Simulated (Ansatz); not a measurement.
# Na (sc type): the cost of one run

Program: Ansatz 0.2.0. Level of theory: DFT, LDA, PAW with Ansatz's default frozen-core files, scalar-relativistic. These are calculated values, not measurements.

### Step 1. The structure to begin with

It takes space group Pm-3m (No. 221, cubic). Conventional cell: a = 3.304 Å, b = 3.304 Å, c = 3.304 Å, α = 90.00°, β = 90.00°, γ = 90.00°. Na (site symmetry m-3m) has 6 Na at 3.30 Å in its first shell of neighbours.

Coordinates:

```cif
data_structure
_symmetry_space_group_name_H-M 'P 1'
_symmetry_Int_Tables_number 1
_cell_length_a 3.3041
_cell_length_b 3.3041
_cell_length_c 3.3041
_cell_angle_alpha 90.000
_cell_angle_beta 90.000
_cell_angle_gamma 90.000
_cell_volume 36.07
loop_
_atom_site_label
_atom_site_type_symbol
_atom_site_fract_x
_atom_site_fract_y
_atom_site_fract_z
_atom_site_occupancy
Na1 Na 0.00000 0.00000 0.00000 1
```

Whether this phase is the stable one at these pressures isn't tested.

### Step 2. Cell relaxed at zero pressure, PAW

The input, input.yaml:

```yaml
crystal:
  lattice:
    - [3.3040611159, 0.0, 0.0]
    - [0.0, 3.3040611159, 0.0]
    - [0.0, 0.0, 3.3040611159]
  atoms:
    - { symbol: Na, position: [0.0, 0.0, 0.0] }
kpoints:
  mp_grid: { grid: [12, 12, 12] }
scf:
  occupations: { method: fermi_dirac, width: 0.05 }
hamiltonian:
  xc: lda
  pseudopotentials: { kind: paw }
output:
  forces: true
  stress: true
relax:
  f_tol: 0.005
  max_steps: 40
  cell: {}
```

On the command line:

```sh
ansatz run input.yaml --threads 1 --pin off --max-ram 2048MiB --backend cpu --events-out ev --progress --plain --runs-dir out
```

Q: Estimate wall time and peak memory on 1 thread of Arm Neoverse V1, shared host.

About 4.4 s, with a peak of 0.28 GiB.
